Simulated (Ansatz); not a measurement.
# Si₃N₂H₉ radical + NH₃: a complex and its separated parts, part 3 of 3

Ansatz 0.2.0, Gaussian basis.

## 18. RPA on PBE/def2-TZVPP

The inputs:

parta/in.yaml

```yaml
crystal:
  periodic: [false, false, false]
  atoms:
    - {symbol: Si, position_ang: [0.319949, 0.178602, 1.058791]}
    - {symbol: N, position_ang: [0.215670, 0.439128, -0.645156]}
    - {symbol: Si, position_ang: [0.088231, -0.726431, -1.919671]}
    - {symbol: N, position_ang: [-0.903220, 1.159939, 1.779057]}
    - {symbol: Si, position_ang: [-2.252122, 1.856544, 0.944067]}
    - {symbol: H, position_ang: [0.104792, -1.291589, 1.245232]}
    - {symbol: H, position_ang: [0.369628, 1.393807, -0.943715]}
    - {symbol: H, position_ang: [-0.377769, -2.000002, -1.320855]}
    - {symbol: H, position_ang: [1.384202, -0.962506, -2.613912]}
    - {symbol: H, position_ang: [-0.885703, -0.252811, -2.939811]}
    - {symbol: H, position_ang: [-0.807860, 1.392126, 2.756033]}
    - {symbol: H, position_ang: [-3.111209, 2.517254, 1.962270]}
    - {symbol: H, position_ang: [-3.038828, 0.821835, 0.224524]}
    - {symbol: H, position_ang: [-1.839160, 2.882426, -0.053351]}
basis:
  gaussian: {orbitals: def2-TZVPP}
magnetization: {spin_polarized: true, initial_magnetization: 1}
hamiltonian: {xc: pbe}
correlation: {method: rpa}
```

partb/in.yaml

```yaml
crystal:
  periodic: [false, false, false]
  atoms:
    - {symbol: H, position_ang: [2.431504, -2.595241, -0.409793]}
    - {symbol: N, position_ang: [2.438235, -1.715408, 0.091335]}
    - {symbol: H, position_ang: [2.653020, -1.925800, 1.058242]}
    - {symbol: H, position_ang: [3.210838, -1.171773, -0.273187]}
basis:
  gaussian: {orbitals: def2-TZVPP}
hamiltonian: {xc: pbe}
correlation: {method: rpa}
```

Each run has its own folder and the same command.

Launch:

```bash
$ ansatz run in.yaml --threads 4 --pin off --events-out ev --progress --plain --max-ram 46080MiB --backend cpu
```

Log of parta, shortened:

```text
Functional definition: PBE
  name "PBE"
  cite "Perdew, Burke & Ernzerhof, Phys. Rev. Lett. 77, 3865 (1996) doi:10.1103/PhysRevLett.77.3865"
  parent pbe
[...]
1796 factors; integrals over basis functions are off by at most 1.3e-3 eV
[...]
mean field -26746.42074195 eV, -982.9128328917 hartree, gradient 1.4e-6 eV, S^2 0.751888; 1 other end points of the search recorded, 0 dependent functions left out
17 core orbitals not correlated: weight in the atoms' cores, before any rotation towards them, 1.000 or more for the frozen orbitals, at most 0.000 for the correlated occupied ones
reference -26694.69307337 eV, -981.0118761336 hartree; 16, 15 occupied and 281, 282 virtual orbitals, 1796 factors
Total energy: -26732.46277549 eV, -982.3998870852 hartree
```

Log of partb, shortened:

```text
[... 4 set-up lines as earlier in the session ...]
[...]
416 factors; integrals over basis functions are off by at most 1.2e-3 eV
[...]
mean field -1537.73151637 eV, -56.5105909148 hartree, gradient 7.3e-6 eV, S^2 0.000000; 0 other end points of the search recorded, 0 dependent functions left out
1 core orbitals not correlated: weight in the atoms' cores, before any rotation towards them, 1.000 or more for the frozen orbitals, at most 0.000 for the correlated occupied ones
reference -1529.64066700 eV, -56.2132576847 hartree; 4, 4 occupied and 68, 68 virtual orbitals, 416 factors
Total energy: -1540.11754751 eV, -56.5982759417 hartree
```

Wall times: 27 s (parta), 0.3 s (partb) on 4 threads of AMD EPYC 7R13, shared host; peak memory 1.2 GiB.

## 19. CCSD(T)/def2-TZVPP

Edit parta/in.yaml of step 18 so:

```diff
@@ -20,3 +20,3 @@
 magnetization: {spin_polarized: true, initial_magnetization: 1}
-hamiltonian: {xc: pbe}
-correlation: {method: rpa}
+correlation: {method: ccsd_t}
+scf: {omitted_lower_state_checks: [cluster_reference]}
```

Edit partb/in.yaml of step 18 so:

```diff
@@ -9,3 +9,2 @@
   gaussian: {orbitals: def2-TZVPP}
-hamiltonian: {xc: pbe}
-correlation: {method: rpa}
+correlation: {method: ccsd_t}
```

Launch:

```bash
$ ansatz run in.yaml --threads 4 --pin off --events-out ev --progress --plain --max-ram 46080MiB --backend cuda --devices 0, --max-vram 37GiB   # in parta
$ ansatz run in.yaml --threads 4 --pin off --events-out ev --progress --plain --max-ram 46080MiB --backend cpu   # in partb
```

parta printed, shortened:

```text
Functional definition: HF
  name "HF"
  cite "Fock, Z. Phys. 61, 126 (1930) doi:10.1007/BF01340294"
[... 1 set-up line as earlier in the session ...]
[...]
1796 factors; integrals over basis functions are off by at most 1.3e-3 eV
[...]
mean field -26696.78018886 eV, -981.0885762130 hartree, gradient 1.5e-6 eV, S^2 0.754465; 0 other end points of the search recorded, 0 dependent functions left out
[...]
reference -26696.78018886 eV, -981.0885762130 hartree; 16, 15 occupied and 281, 282 virtual orbitals, 1796 factors
second order -21.15601525 eV of doubles, -0.00000000 eV of singles
cycle   1  -22.13890220 eV  change   -9.8e-1 eV  update   1.1e-1
[...]
cycle  11  -22.89923303 eV  change   -1.4e-5 eV  update   1.5e-5
perturbative correction -0.85884749 eV, -0.0315620629 hartree
Total energy: -26720.53826937 eV, -981.9616695680 hartree
Checks for a lower state left out: cluster_reference
```

partb printed, shortened:

```text
[... 4 set-up lines as earlier in the session ...]
[...]
416 factors; integrals over basis functions are off by at most 1.2e-3 eV
[...]
mean field -1529.85250465 eV, -56.2210425745 hartree, gradient 4.0e-6 eV, S^2 0.000000; 0 other end points of the search recorded, 0 dependent functions left out
1 core orbitals not correlated: weight in the atoms' cores, before any rotation towards them, 1.000 or more for the frozen orbitals, at most 0.000 for the correlated occupied ones
reference -1529.85250465 eV, -56.2210425745 hartree; 4, 4 occupied and 68, 68 virtual orbitals, 416 factors
second order -6.38828808 eV of doubles, -0.00000000 eV of singles
cycle   1  -6.57734255 eV  change   -1.9e-1 eV  update   3.9e-2
[...]
cycle   9  -6.72923573 eV  change    3.4e-6 eV  update   2.3e-6
perturbative correction -0.20702033 eV, -0.0076078567 hartree
Total energy: -1536.78876070 eV, -56.4759452830 hartree
```

Times: 13 s (parta, 1 × a share of an NVIDIA H100 with 4 threads of AMD EPYC 7R13, shared host), 0.4 s (partb, 4 threads of AMD EPYC 7R13, shared host); peak memory 1.3 GiB.

## 20. Vibrations of Si₃N₂H₉ radical

vib-parta/in.yaml reads:

```yaml
crystal:
  periodic: [false, false, false]
  atoms:
    - {symbol: Si, position_ang: [0.319949, 0.178602, 1.058791]}
    - {symbol: N, position_ang: [0.215670, 0.439128, -0.645156]}
    - {symbol: Si, position_ang: [0.088231, -0.726431, -1.919671]}
    - {symbol: N, position_ang: [-0.903220, 1.159939, 1.779057]}
    - {symbol: Si, position_ang: [-2.252122, 1.856544, 0.944067]}
    - {symbol: H, position_ang: [0.104792, -1.291589, 1.245232]}
    - {symbol: H, position_ang: [0.369628, 1.393807, -0.943715]}
    - {symbol: H, position_ang: [-0.377769, -2.000002, -1.320855]}
    - {symbol: H, position_ang: [1.384202, -0.962506, -2.613912]}
    - {symbol: H, position_ang: [-0.885703, -0.252811, -2.939811]}
    - {symbol: H, position_ang: [-0.807860, 1.392126, 2.756033]}
    - {symbol: H, position_ang: [-3.111209, 2.517254, 1.962270]}
    - {symbol: H, position_ang: [-3.038828, 0.821835, 0.224524]}
    - {symbol: H, position_ang: [-1.839160, 2.882426, -0.053351]}
basis:
  gaussian: {orbitals: def2-TZVP}
magnetization: {spin_polarized: true, initial_magnetization: 1}
hamiltonian: {xc: pbe0, dispersion: d4}
phonons: {temperatures: {t_min: 298.15, t_max: 900, t_step: 200}}
```

Launch:

```bash
$ ansatz run in.yaml --threads 4 --pin off --events-out ev --progress --plain --max-ram 46080MiB --backend cuda --devices 0, --max-vram 37GiB
```

Output, shortened:

```text
[... 5 set-up lines as earlier in the session ...]
[...]
1510 factors; their error is unknown
[...]
mean field -26749.10236000 eV, -983.0113805371 hartree, gradient 8.9e-5 eV, S^2 0.752243; 0 other end points of the search recorded, 0 dependent functions left out
[...]
Atom 13 at    -1.839160     2.882426    -0.053351 Å, force     0.000376    -0.000072    -0.000116 eV/Å
Dipole moment:     0.043796     0.188914     0.094467 e Å
Vibrations: 26.20 37.08 75.61 116.00 139.18 212.50 309.31 338.39 447.33 606.70 630.31 665.05 707.58 709.55 737.31 793.60 827.18 920.39 931.43 936.41 944.85 960.79 961.91 984.25 992.16 1168.12 1201.48 2135.16 2202.30 2205.97 2216.00 2222.44 2227.04 2250.43 3586.37 3630.30 cm⁻¹, zero-point [...]
```

Run time: 73 s. Hardware: 1 × a share of an NVIDIA H100 with 4 threads of AMD EPYC 7R13, shared host.

The modes, with what each moves most:

| mode | wavenumber (cm⁻¹) | character |
| --- | --- | --- |
| 1 | 26 | torsion |
| 2 | 37 | torsion |
| 3 | 76 | torsion |
| 4 | 116 | bend with torsion |
| 5 | 139 | torsion |
| 6 | 212 | bend |
| 7 | 309 | bend |
| 8 | 338 | torsion |
| 9 | 447 | torsion |
| 10 | 607 | Si–N stretch with bend |
| 11 | 630 | Si–N stretch with bend |
| 12 | 665 | torsion with bend |
| 13 | 708 | bend |
| 14 | 710 | bend |
| 15 | 737 | bend with torsion |
| 16 | 794 | bend with Si–N stretch |
| 17 | 827 | bend with torsion |
| 18 | 920 | Si–N stretch with bend |
| 19 | 931 | bend with torsion |
| 20 | 936 | bend with torsion |
| 21 | 945 | Si–N stretch with bend |
| 22 | 961 | bend with torsion |
| 23 | 962 | bend with torsion |
| 24 | 984 | bend |
| 25 | 992 | bend with Si–N stretch |
| 26 | 1168 | bend |
| 27 | 1201 | bend |
| 28 | 2135 | Si–H stretch |
| 29 | 2202 | Si–H stretch |
| 30 | 2206 | Si–H stretch |
| 31 | 2216 | Si–H stretch |
| 32 | 2222 | Si–H stretch |
| 33 | 2227 | Si–H stretch |
| 34 | 2250 | Si–H stretch |
| 35 | 3586 | N–H stretch |
| 36 | 3630 | N–H stretch |

Vibrational sums (real modes only):

| T (K) | entropy (J/mol/K) | heat capacity (J/mol/K) |
| --- | --- | --- |
| 298 | 127.0 | 111.6 |
| 498 | 198.4 | 167.0 |
| 698 | 260.7 | 201.7 |
| 898 | 314.6 | 225.3 |

Modes under 50 cm⁻¹ weigh heavily in the entropy, and the harmonic picture is poor for them.

## 21. Vibrations of NH₃

vib-partb/in.yaml reads:

```yaml
crystal:
  periodic: [false, false, false]
  atoms:
    - {symbol: H, position_ang: [2.431504, -2.595241, -0.409793]}
    - {symbol: N, position_ang: [2.438235, -1.715408, 0.091335]}
    - {symbol: H, position_ang: [2.653020, -1.925800, 1.058242]}
    - {symbol: H, position_ang: [3.210838, -1.171773, -0.273187]}
basis:
  gaussian: {orbitals: def2-TZVP}
hamiltonian: {xc: pbe0, dispersion: d4}
phonons: {temperatures: {t_min: 298.15, t_max: 900, t_step: 200}}
```

Launch:

```bash
$ ansatz run in.yaml --threads 4 --pin off --events-out ev --progress --plain --max-ram 46080MiB --backend cpu
```

Output, shortened:

```text
[... 5 set-up lines as earlier in the session ...]
[...]
287 factors; their error is unknown
[...]
mean field -1537.79931148 eV, -56.5130823390 hartree, gradient 1.6e-5 eV, S^2 0.000000; 0 other end points of the search recorded, 0 dependent functions left out
[...]
Atom 1 at     2.438235    -1.715408     0.091335 Å, force     0.000522     0.000692    -0.000105 eV/Å
Atom 2 at     2.653020    -1.925800     1.058242 Å, force     0.000061     0.000034    -0.000258 eV/Å
Atom 3 at     3.210838    -1.171773    -0.273187 Å, force    -0.000516    -0.000316     0.000434 eV/Å
Dipole moment:     0.306757    -0.170985     0.031678 e Å
Vibrations: 1030.98 1669.55 1669.58 3502.26 3631.28 3631.46 cm⁻¹, zero-point energy 0.938257 eV
```

Wall time 2.3 s (4 threads of AMD EPYC 7R13, shared host).

The modes, with what each moves most:

| mode | wavenumber (cm⁻¹) | character |
| --- | --- | --- |
| 1 | 1031 | bend |
| 2 | 1670 | bend |
| 3 | 1670 | bend |
| 4 | 3502 | N–H stretch |
| 5 | 3631 | N–H stretch |
| 6 | 3631 | N–H stretch |

Vibrational sums (real modes only):

| T (K) | entropy (J/mol/K) | heat capacity (J/mol/K) |
| --- | --- | --- |
| 298 | 0.4 | 1.8 |
| 498 | 2.6 | 7.4 |
| 698 | 6.0 | 13.4 |
| 898 | 10.0 | 18.8 |

## 22. Complex less separated parts

The complex's own energies come from single points at the same levels.

Rows are in def2-TZVPP.

Differences are taken before rounding.

| method | rung | complex less parts (kJ/mol) | from CCSD(T) (kJ/mol) |
| --- | --- | --- | --- |
| SPW92 | LDA | -33.2 | -18.0 |
| PBE-D4 | GGA | -21.3 | -6.0 |
| BLYP-D4 | GGA | -18.8 | -3.5 |
| r2SCAN-D4 | meta-GGA | -19.0 | -3.8 |
| B97M-V | meta-GGA | -19.4 | -4.1 |
| PBE0-D4 | hybrid | -19.4 | -4.2 |
| B3LYP-D4 | hybrid | -18.0 | -2.7 |
| r2SCAN0-D4 | hybrid | -18.7 | -3.4 |
| BHLYP-D4 | hybrid | -17.5 | -2.3 |
| CAM-B3LYP-D4 | range-separated hybrid | -17.4 | -2.2 |
| wB97X-V | range-separated hybrid | -17.0 | -1.8 |
| wB97M-V | range-separated hybrid | -19.1 | -3.8 |
| B2PLYP | double hybrid | -9.3 | +5.9 |
| PBE-QIDH | double hybrid | -14.3 | +0.9 |
| RPA on PBE | RPA | -11.6 | +3.7 |
| Hartree-Fock | wavefunction | 3.1 | +18.4 |
| MP2 | wavefunction | -15.7 | -0.4 |
| CCSD | wavefunction | -12.5 | +2.8 |
| CCSD(T) | wavefunction | -15.2 | 0 |

The complex's zero-point energy, from a separate PBE0-D4 run, is 3.485 eV.

## 23. Results

What follows sums up all 3 parts.

| quantity | value |
| --- | --- |
| complex less parts, CCSD(T)/def2-TZVPP | -15.2 kJ/mol |
| with zero-point energy | -9.2 kJ/mol |
| largest T1 diagnostic | 0.014 |

What this shows: At CCSD(T) the complex lies 15.2 kJ/mol below its parts. The functionals run from PBE-QIDH, off by +0.9 kJ/mol, to SPW92, off by -18.0 kJ/mol, against CCSD(T). Mean unsigned error by rung: LDA 18.0, GGA 4.8, meta-GGA 3.9, hybrid 3.1, range-separated hybrid 2.6, double hybrid 3.4 kJ/mol. PBE-D4 gives a relative energy 6.0 kJ/mol too low, outside chemical accuracy (1 kcal/mol, 4.2 kJ/mol). No counterpoise was applied, and triple zeta lacks some correlation, so the CCSD(T) reference has a basis error of its own, and close matches with it are partly luck.
